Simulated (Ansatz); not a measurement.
# Nb: the cost of one run

Program: the Python package of Ansatz 0.2.0. Level of theory: DFT r2SCAN, plane waves, PAW. These are calculated values, not measurements.

## Step 1: The system

Nb Im-3m: It takes space group Im-3m (No. 229, cubic). Conventional cell: a = 3.330 Å, b = 3.330 Å, c = 3.330 Å, α = 90.00°, β = 90.00°, γ = 90.00°. Nb (site symmetry m-3m) is surrounded by 8 Nb at 2.88 Å.

LuNb Pm-3m: It takes space group Pm-3m (No. 221, cubic). Conventional cell: a = 3.610 Å, b = 3.610 Å, c = 3.610 Å, α = 90.00°, β = 90.00°, γ = 90.00°. Lu (site symmetry m-3m) is surrounded by 8 Nb at 3.13 Å. Nb (site symmetry m-3m) has 8 Lu at 3.13 Å as nearest neighbours.

Lu Im-3m: Symmetry: Im-3m, No. 229, cubic system. Conventional cell: a = 3.890 Å, b = 3.890 Å, c = 3.890 Å, α = 90.00°, β = 90.00°, γ = 90.00°. Lu (site symmetry m-3m) has 8 Lu at 3.37 Å as nearest neighbours.

No structure file is read: the coordinates are typed or built in the script.

## Step 2: The script

Input file run_alloy.py:

```python
'''Mixing of Nb and Lu on the bcc lattice, after relaxing atoms and volume at fixed cell shape.'''

from collections import Counter
import csv
import warnings

import ansatz as az
import numpy as np


def bcc(first, a):
    return (
        az.Lattice.bcc(a)
        .space_group(229)
        .atom(first, (0, 0, 0))
        .primitive()
    )

A_FIRST, A_LAST = 3.33, 3.89


def run_phase(name, crystal):
    calc = (
        crystal.calculation()
        .functional('r2scan')
        .basis(620)  # plane waves up to this kinetic energy
        .kpoints(spacing=0.14)
        .occupations('fermi_dirac', width=0.1)
        .band_table()
    )
    calc = calc.relax(force_tolerance=0.03, max_steps=60, fix_cell=['shape'])
    return calc.run(threads=1)


def volume_per_atom(outcome):
    return abs(np.linalg.det(outcome.lattice.cell_ang)) / len(outcome.lattice.sites)


def counts(outcome):
    return Counter(site.symbol for site in outcome.lattice.sites)


def main() -> None:
    warnings.simplefilter('ignore', az.DeckWarning)

    # swap the mixed sites of the conventional cell one by one
    phases = {}
    for k in range(2 + 1):
        a = A_FIRST + (A_LAST - A_FIRST) * k / 2
        cell = bcc('Nb', a).conventional().resolved()
        sites = [site.position for site in cell.sites if site.symbol == 'Nb']
        for position in sites[:k]:
            cell = cell.substitution('Lu', at=position, replaces='Nb')
        phases[f'Nb{2 - k}Lu{k}'] = cell.resolved()

    done = {}
    for name, crystal in phases.items():
        done[name] = run_phase(name, crystal)
        print(f'{name}: {done[name].report["energy_sigma0_ev"]:.4f} eV, {len(done[name].lattice.sites)} atoms')

    # mixing quantities against the straight line between the end members, both on this lattice
    x = {name: counts(o)['Lu'] / (counts(o)['Nb'] + counts(o)['Lu']) for name, o in done.items()}
    first, last = min(x, key=x.get), max(x, key=x.get)
    energy = {name: o.report['energy_sigma0_ev'] / len(o.lattice.sites) for name, o in done.items()}
    volume = {name: volume_per_atom(o) for name, o in done.items()}
    rows = []
    for name in sorted(done, key=x.get):
        line = lambda table: (1 - x[name]) * table[first] + x[name] * table[last]
        rows.append((name, x[name], 1000 * (energy[name] - line(energy)), volume[name], 100 * (volume[name] / line(volume) - 1)))
    with open('alloy.csv', 'w', newline='') as handle:
        writer = csv.writer(handle)
        writer.writerow(['cell', 'x(Lu)', 'E_mix (meV/atom)', 'V (A^3/atom)', 'excess V (%)'])
        writer.writerows([round(v, 4) if isinstance(v, float) else v for v in row] for row in rows)
    print(open('alloy.csv').read())


if __name__ == '__main__':
    main()
```

## Step 3: The calls as engine input

The engine receives this input (first run):

```yaml
crystal:
  lattice:
    - [3.33, 0.0, 0.0]
    - [2.0390369205803431e-16, 3.33, 0.0]
    - [2.0390369205803431e-16, 2.0390369205803431e-16, 3.33]
  atoms:
    - { symbol: Nb, position: [0.0, 0.0, 0.0] }
    - { symbol: Nb, position: [0.5, 0.5, 0.5] }
basis:
  ecutwfc: 620.0
kpoints:
  mp_grid:
    kspacing: 0.14
hamiltonian:
  xc: r2scan
scf:
  occupations:
    method: fermi_dirac
    width: 0.1
relax:
  f_tol: 0.03
  max_steps: 60
  cell:
    fix: [shape]
output:
  eigenvalues: true
```

## Step 4: Running it

Started as:

```sh
python run_alloy.py
```

What time and memory should one allow on 1 thread of Arm Neoverse V1, shared host?

About 5 min, with a peak of 0.72 GiB.
